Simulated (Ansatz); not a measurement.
## FHSZn, SMILES [F][Zn][SH]: an active-space calculation, step by step

Program: Ansatz's Python interface.

Input file `fhszn.xyz`:
```text
4

F     0.00790    0.12220    1.69800
Zn   -0.90540    0.28010    0.56360
S    -0.21150    0.06810   -1.14900
H     1.16460   -0.53070   -1.13290
```

Notebook, run cell by cell (the value of a cell's last expression is shown):

**Cell 1**
```python
import warnings

import ansatz as az
```

**Cell 2**
```python
warnings.simplefilter("ignore", az.DeckWarning)
```

**Cell 3**
```python
mol = az.Crystal.molecule_from_extxyz("fhszn.xyz")
```

**Cell 4**
```python
job = mol.calculation()
job = job.basis(gaussian="def2-SVP")
job = job.correlation(active_electrons=4, active_orbitals=4)
for method in ["sc_nevpt2"]:
    data = (job if method is None else job.correlation(method)).run(threads=1, pin="off").report
    space = data["configurations"]
    state = space["states"][0]
    print(method or "casscf", f"total {data['free_energy_ev'] / 27.211386246:.6f} Ha, active-space state {state['energy']['hartree']:.6f} Ha, mean field {data['reference_energy_ev'] / 27.211386246:.6f} Ha")
    print("  determinants", state["n_determinants"], " natural occupations", [round(n, 3) for n in space["natural_occupations"]])
print("effectively unpaired electrons, sum of min(n, 2 - n):", round(sum(min(n, 2 - n) for n in space["natural_occupations"]), 3))
```
Output:
```text
RunWarning: the results are in doubt because another end's mean lies 0.333 eV lower, and its corrected mean 0.283 eV higher
sc_nevpt2 total -2275.466786 Ha, active-space state -2274.813105 Ha, mean field -2274.777874 Ha
  determinants 36  natural occupations [1.988, 1.962, 0.038, 0.012]
effectively unpaired electrons, sum of min(n, 2 - n): 0.1
```

Total energies depend on the basis set; only differences at equal settings carry meaning. Warnings are shown shortened and without file and line. The geometry is a force-field or estimated start, not a minimum of this method, and the basis set is short of its limit. The active space starts as a window about the frontier orbitals and is then optimised, not chosen by chemistry. A lower CASSCF solution was found and passed over, so the printed active-space state isn't the lowest. The script silences the warnings on its input, which a real study should read. It ran for 15 s on 1 thread of Arm Neoverse V2 (shared host), peak memory 0.22 GiB.

(Lines on the test bed's own set-up are left out of the output.)
